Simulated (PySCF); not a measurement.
**BGeSiNH5F (SMILES F[B]1N[SiH2][GeH2]1): levels of theory compared**

Wanted: a comparison of 6 runs (HF/3-21G, BLYP/STO-3G, B3LYP/6-31G*, wB97X/cc-pVDZ, PBE0/def2-SVP, PBE/def2-TZVP) of BGeSiNH5F. Input form: a Python script.

Program for the calculation: PySCF 2.14.0.

## 1. The molecule

BGeSiNH5F has 10 atoms, charge 0, and is taken as a singlet. As SMILES, `F[B]1N[SiH2][GeH2]1`. Geometry: relaxed at PBE0-D4/def2-TZVP.

Bond lengths: F1–B2 1.328 Å, B2–N3 1.408 Å, N3–Si4 1.769 Å, B2–Ge5 2.095 Å, Si4–Ge5 2.377 Å, N3–H6 1.011 Å, Si4–H7 1.488 Å, Si4–H8 1.488 Å, Ge5–H9 1.534 Å, Ge5–H10 1.534 Å. Some angles: F1–B2–N3 124.0°, F1–B2–Ge5 134.6°, N3–B2–Ge5 101.4°, B2–N3–Si4 107.3°, N3–Si4–Ge5 81.5°, B2–Ge5–Si4 69.8°, B2–N3–H6 124.0°, Si4–N3–H6 128.7°, N3–Si4–H7 111.5°, N3–Si4–H8 111.5°.

## 2. Energy and forces at HF/3-21G (run 1)

Contents of input.xyz:

```xyz
10
BFGeH5NSi
F      0.093300     0.066800     2.678700
B      0.050400     0.033100     1.352100
N      0.437200    -1.078700     0.580300
Si     0.203300    -0.646900    -1.119600
Ge    -0.523900     1.391600    -0.136100
H      0.780500    -1.945900     0.970900
H      1.481400    -0.707000    -1.879500
H     -0.769100    -1.555400    -1.785400
H     -2.007400     1.753600    -0.280300
H      0.337400     2.637400    -0.378300
```

Contents of run.py:

```python
# F[B]1N[SiH2][GeH2]1
import pyscf.grad
from pyscf import gto, scf

mol = gto.Mole()
mol.atom = 'input.xyz'
mol.max_memory = 1860
mol.spin = 0
mol.verbose = 4
mol.basis = '3-21g'
mol.charge = 0
mol.build()

mf = scf.RHF(mol)
mf.conv_tol = 1e-10
mf.kernel()
if not mf.converged:
    mf = mf.newton().run(mf.mo_coeff, mf.mo_occ)

energy = mf.e_tot
print(f'total energy: {energy:.8f} hartree')
grad = mf.Gradients().kernel()
mf.analyze()
```

Command:

```bash
OMP_NUM_THREADS=1 python run.py
```

Standard output:

```text
PySCF version 2.14.0

[... 89 lines left out ...]
MO #2   energy= -68.3160165396821  occ= 2
[... 9 lines left out ...]
MO #12  energy= -5.08736503746144  occ= 2
[... 9 lines left out ...]
MO #22  energy= -1.53208571795138  occ= 2
[... 9 lines left out ...]
MO #32  energy= -0.521132725772421 occ= 2
[... 9 lines left out ...]
MO #42  energy= 0.236143065749558  occ= 0
[... 9 lines left out ...]
MO #52  energy= 0.511855116190717  occ= 0
[... 9 lines left out ...]
MO #62  energy= 1.36936702774304   occ= 0
[... 9 lines left out ...]
MO #72  energy= 4.1273419244689    occ= 0
[... 85 lines left out ...]
Dipole moment(X, Y, Z, Debye):  0.22132, -0.70729, -1.07554
```

It took 11 s on 1 thread of Intel Xeon at 2.50GHz (Skylake/Cascade Lake), shared host; peak memory 0.14 GiB.

## 3. Energy and gradient at BLYP/STO-3G (run 2)

Contents of job.py:

```python
# F[B]1N[SiH2][GeH2]1
import pyscf.grad
from pyscf import gto, dft

mol = gto.M(
    atom='''
F      0.176311     0.126234     5.062009
B      0.095242     0.062550     2.555099
N      0.826188    -2.038448     1.096608
Si     0.384181    -1.222464    -2.115737
Ge    -0.990028     2.629743    -0.257192
H      1.474931    -3.677218     1.834735
H      2.799440    -1.336036    -3.551740
H     -1.453388    -2.939280    -3.373917
H     -3.793436     3.313824    -0.529690
H      0.637594     4.983964    -0.714883
''',
    charge=0,
    unit='bohr',
    verbose=3,
    max_memory=1860,
    basis='sto-3g',
)

mf = dft.RKS(mol, xc='blyp')
mf.conv_tol = 1e-10
mf.grids.level = 5
mf.kernel()
if not mf.converged:
    mf = mf.newton().run(mf.mo_coeff, mf.mo_occ)

e_final = mf.e_tot
print('E(%s) = %.9f' % ('BLYP', e_final))
grad = mf.Gradients().kernel()
mf.analyze()
```

Command:

```bash
OMP_NUM_THREADS=1 python job.py
```

Standard output:

```text
converged SCF energy = -2519.08098031356
[... 14 lines left out ...]
MO #5   energy= -43.1848211526314  occ= 2
[... 5 lines left out ...]
MO #11  energy= -4.86747330948306  occ= 2
[... 5 lines left out ...]
MO #17  energy= -3.23299149704023  occ= 2
[... 5 lines left out ...]
MO #23  energy= -0.304146129611794 occ= 2
[... 5 lines left out ...]
MO #29  energy= -0.178258436467543 occ= 2
[... 5 lines left out ...]
MO #35  energy= -0.0674580200486146 occ= 2
[... 5 lines left out ...]
MO #41  energy= 0.262971549925821  occ= 0
[... 5 lines left out ...]
MO #47  energy= 0.629625963189281  occ= 0
[... 11 lines left out ...]
Dipole moment(X, Y, Z, Debye):  0.39934, -1.12285, -0.56700
```

It took 38 s on 1 thread of Intel Xeon at 2.50GHz (Skylake/Cascade Lake), shared host; peak memory 0.5 GiB.

Runs 3 to 5 aren't shown in full; the table further down has their settings and results.

## 4. Energy and forces at PBE/def2-TZVP (run 6)

Contents of start.xyz:

```xyz
10

F      0.093300     0.066800     2.678700
B      0.050400     0.033100     1.352100
N      0.437200    -1.078700     0.580300
Si     0.203300    -0.646900    -1.119600
Ge    -0.523900     1.391600    -0.136100
H      0.780500    -1.945900     0.970900
H      1.481400    -0.707000    -1.879500
H     -0.769100    -1.555400    -1.785400
H     -2.007400     1.753600    -0.280300
H      0.337400     2.637400    -0.378300
```

Contents of job.py:

```python
from pyscf import gto, dft

mol = gto.M(
    atom='start.xyz',
    verbose=4,
    max_memory=1860,
    basis='def2-tzvp',
)

ks = dft.RKS(mol)
ks.xc = 'pbe'
ks.grids.level = 5
ks.conv_tol = 1e-10
ks.kernel()
if not ks.converged:
    ks = ks.newton().run(ks.mo_coeff, ks.mo_occ)

e_final = ks.e_tot
print(f'total energy: {e_final:.8f} hartree')
grad = ks.nuc_grad_method().kernel()
ks.analyze()
```

Command:

```bash
OMP_NUM_THREADS=1 python job.py
```

Standard output:

```text
PySCF version 2.14.0

[... 105 lines left out ...]
DFT Exchange-Correlation Energy =     -122.660870611924366
[... 27 lines left out ...]
MO #26  energy= -0.494906172511989 occ= 2
[... 25 lines left out ...]
MO #52  energy= 0.170895583408767  occ= 0
[... 25 lines left out ...]
MO #78  energy= 0.590285887421986  occ= 0
[... 25 lines left out ...]
MO #104 energy= 1.10275177524633   occ= 0
[... 25 lines left out ...]
MO #130 energy= 1.84284472878325   occ= 0
[... 25 lines left out ...]
MO #156 energy= 2.63271918504442   occ= 0
[... 25 lines left out ...]
MO #182 energy= 4.70760048282479   occ= 0
[... 25 lines left out ...]
MO #208 energy= 56.7351637031788   occ= 0
[... 221 lines left out ...]
Dipole moment(X, Y, Z, Debye):  0.40858, -1.15480, -0.63394
```

Wall time 10 min (1 thread of Intel Xeon at 2.50GHz (Skylake/Cascade Lake), shared host); peak memory 1.7 GiB.

## 5. Overview of the runs

| run | level | integration grid | energy (Eh) | dipole moment (D) | HOMO energy (eV) | LUMO energy (eV) | wall time |
| --- | --- | --- | --- | --- | --- | --- | --- |
| 1 | HF/3-21G | – | -2533.341156 | 1.31 | -9.74 | 3.15 | 11 s |
| 2 | BLYP/STO-3G | 5 | -2519.080980 | 1.32 | -1.77 | 3.76 | 38 s |
| 3 | B3LYP/6-31G* (spherical functions) | 5 | -2548.805524 | 1.37 | -6.88 | -0.07 | 1.9 min |
| 4 | wB97X/cc-pVDZ | 5 | -2549.017070 | 1.40 | -9.40 | 2.10 | 3.9 min |
| 5 | PBE0/def2-SVP | 5 | -2547.987382 | 1.43 | -7.25 | -0.16 | 1.7 min |
| 6 | PBE/def2-TZVP | 5 | -2548.468877 | 1.38 | -6.21 | -1.22 | 10 min |

## 6. What came out

| quantity | value |
| --- | --- |
| run 6: total energy | -2548.46888 Eh |
| run 6: dipole moment | 1.38 D |
| run 6: HOMO energy | -6.21 eV |
| run 6: LUMO energy | -1.22 eV |
| run 6: HOMO–LUMO gap | 4.99 eV |
| run 6: largest force on an atom | 0.590 eV/Å |

What this shows: The dipole moment (its size) runs from 1.31 D (HF/3-21G) to 1.43 D (PBE0/def2-SVP). The two ends differ in method and basis. The HOMO–LUMO gap runs from 4.99 eV (PBE/def2-TZVP) to 12.89 eV (HF/3-21G). Totals of different functionals can't be ranked against each other. In run 2 the basis is minimal, so the values are rough. All runs together took 19 min, the longest 10 min.
